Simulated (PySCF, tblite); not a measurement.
**C₇H₇Cl₃: infrared bands and NMR shifts**

Wanted: the infrared bands and NMR shifts of C₇H₇Cl₃ (`C=C/C=C(Cl)/C=C/C(Cl)Cl`), by calculation.

Computed with tblite 0.8.0 and PySCF 2.14.0, with density-fitted response routines of our own, on a single molecule in the gas phase. Atoms are numbered from 0 throughout.

### 1 Starting geometry

17 atoms, charge 0, multiplicity 1; geometry from: GFN2-xTB.

Bonds of the start (Å): C0–C1 1.33, C1–C2 1.44, C2–C3 1.35, C3–Cl4 1.73, C3–C5 1.44, C5–C6 1.34, C6–C7 1.48, C7–Cl8 1.79, C7–Cl9 1.79, C0–H10 1.08, C0–H11 1.08, C1–H12 1.08, C2–H13 1.08, C5–H14 1.08, C6–H15 1.08, C7–H16 1.09.

### 2 Infrared spectrum with GFN2-xTB

Job settings and geometry (Å):

```
{"job": {"kind": "ir", "xc": "GFN2-xTB", "basis": "xTB"}, "charge": 0, "multiplicity": 1}
C     -3.926279     0.071036    -0.070067
C     -2.736082     0.329544     0.471697
C     -1.494937    -0.009572    -0.163868
C     -0.260889     0.222121     0.329975
Cl    -0.059345     0.996378     1.864581
C      0.943669    -0.149152    -0.367664
C      2.190572     0.052577     0.068444
C      3.381521    -0.356386    -0.704208
Cl     4.354274    -1.522760     0.241937
Cl     4.393166     1.072834    -1.073202
H     -4.019171    -0.413828    -1.028059
H     -4.843316     0.335374     0.426356
H     -2.672781     0.816583     1.434476
H     -1.561946    -0.497275    -1.127353
H      0.782551    -0.631083    -1.322988
H      2.385479     0.529499     1.017509
H      3.136515    -0.833861    -1.654522
```

**Question.** This job is followed by: GIAO PBE0/pcSseg-1 NMR shielding, non-relativistic, gas phase. Predict these results of the whole session: strongest single infrared mode (GFN2-xTB); zero-point energy (GFN2-xTB); 13C shifts against TMS (PBE0/pcSseg-1); 1H shifts against TMS (PBE0/pcSseg-1); 35Cl shifts against HCl (PBE0/pcSseg-1, means over atoms taken as alike).

**Answer**, as computed:

```
                                                                quantity                                               value
                               strongest single infrared mode (GFN2-xTB)                                1146 cm⁻¹, 47 km/mol
                                            zero-point energy (GFN2-xTB)                                       72.2 kcal/mol
                                  13C shifts against TMS (PBE0/pcSseg-1)  142.2, 141.3, 141.2, 141.0, 134.5, 131.4, 86.3 ppm
                                   1H shifts against TMS (PBE0/pcSseg-1)        7.33, 6.63, 6.48, 6.19, 6.16, 5.83, 5.79 ppm
35Cl shifts against HCl (PBE0/pcSseg-1, means over atoms taken as alike)                                        320, 185 ppm
```

**Reading.** No mode is imaginary among the 45: a minimum at this level. The strongest single mode, at 1146 cm⁻¹, moves mainly H16. GFN2-xTB is a fitted tight-binding method: band positions and strengths are rough. Its intensities can rank the bands wrongly. C7 stands next to heavy halogen, whose spin-orbit shielding this run leaves out, so the computed shift lies too far downfield, most of all for carbon beside Br or I. At PBE0/pcSseg-1: The widest tensor belongs to Cl8, Cl9: span 679 ppm, with a paramagnetic part of -514 ppm.
